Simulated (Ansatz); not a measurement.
# C2H2ClSi: single point from an input written key by key

A script is to give a single point from an input written key by key; the system is C2H2ClSi. SMILES: [C]#C[SiH2]Cl.

Program: the Python package of Ansatz 0.2.0. Level of theory: PBE/def2-SVP. These are calculated values, not measurements.

### Step 1. Starting point

Bond lengths: C1–C2 1.606 Å, C2–Si3 1.886 Å, Si3–Cl4 1.955 Å, Si3–H5 1.511 Å, Si3–H6 1.500 Å. Angles: C1–C2–Si3 178.9°, C2–Si3–Cl4 111.1°, C2–Si3–H5 110.5°, C2–Si3–H6 111.5°, Cl4–Si3–H5 106.2°, Cl4–Si3–H6 109.2°, H5–Si3–H6 108.1°.

No structure file is read: the coordinates are typed or built in the script.

### Step 2. The script

The input, c2h2clsi.py:

```python
"""Run C2H2ClSi from an input written out key by key."""

import ansatz as az
import numpy as np

deck = {
    "crystal": {
        "periodic": [False, False, False],
        "atoms": [
            {"symbol": "C", "position_ang": [1.0033, -2.3915, 1.3022]},
            {"symbol": "C", "position_ang": [0.4607, -1.0524, 0.6012]},
            {"symbol": "Si", "position_ang": [-0.1418, 0.5287, -0.233]},
            {"symbol": "Cl", "position_ang": [-1.7573, 0.1998, -1.2842]},
            {"symbol": "H", "position_ang": [0.8958, 1.0432, -1.2028]},
            {"symbol": "H", "position_ang": [-0.4187, 1.6082, 0.7704]},
        ],
    },
    "magnetization": {"spin_polarized": True, "initial_magnetization": 1},
    "basis": {"gaussian": {"orbitals": "def2-SVP"}},
    "hamiltonian": {"xc": "pbe"},
    "output": {"forces": True},
}
session = az.Session.from_dict(deck)
rep = session.plan(threads=1).execute().report

print(f"E = {rep['free_energy_ev']:.6f} eV = {rep['free_energy_ev'] / 27.211386246:.7f} Ha")
print("converged:", rep["converged"], " doubts:", rep["published_state_doubts"] or "none")
symbols = ["C", "C", "Si", "Cl", "H", "H"]
field = rep["mean_field"]
print("<S^2> =", round(abs(field["state"]["spin_squared"]), 4), " all-electron relativity setting:", field["relativity"])
print("passes:", field["passes"])
if "symmetry" in field:
    print("occupied orbitals by irrep:", field["symmetry"]["occupied"])

print("forces (eV/A)")
for symbol, f in zip(symbols, rep["forces_ev_ang"]):
    print(f"  {symbol:2s} {f[0]:9.4f} {f[1]:9.4f} {f[2]:9.4f}")
charges = rep["charge_distribution"]
dipole = np.array(charges["dipole_moment_e_ang"]) * 4.803205
print("dipole (D): {:.3f} {:.3f} {:.3f}, length {:.3f}".format(*dipole, np.linalg.norm(dipole)))
print("atom  Mulliken   Lowdin")
for symbol, m, l in zip(symbols, charges["mulliken_charges_e"], charges["lowdin_charges_e"]):
    print(f"{symbol:4s} {m:9.3f} {l:8.3f}")
```

### Step 3. Running it

Launch:

```console
$ python c2h2clsi.py
```

Q: Predict the main results. Wanted: total energy; largest force; dipole moment; <S²> of the mean field.

The runs gave:

| quantity | value |
| --- | --- |
| total energy | -22480.7051 eV |
| largest force | 8.269 eV/Å |
| dipole moment | 2.21 D |
| <S²> of the mean field (pure state) | 0.754 (0.75) |

**Reading.** Forces reach 8.27 eV/Å, so the atoms aren't at rest. The geometry is a force-field or estimated start, not a minimum of this method, and the basis set is short of its limit. The run takes the species as open-shell (spin multiplicity 2), which needn't be its ground state. The Löwdin charges here are taken after orthogonalising the functions within each atom; they differ from plain Löwdin charges, and their signs can be unphysical.
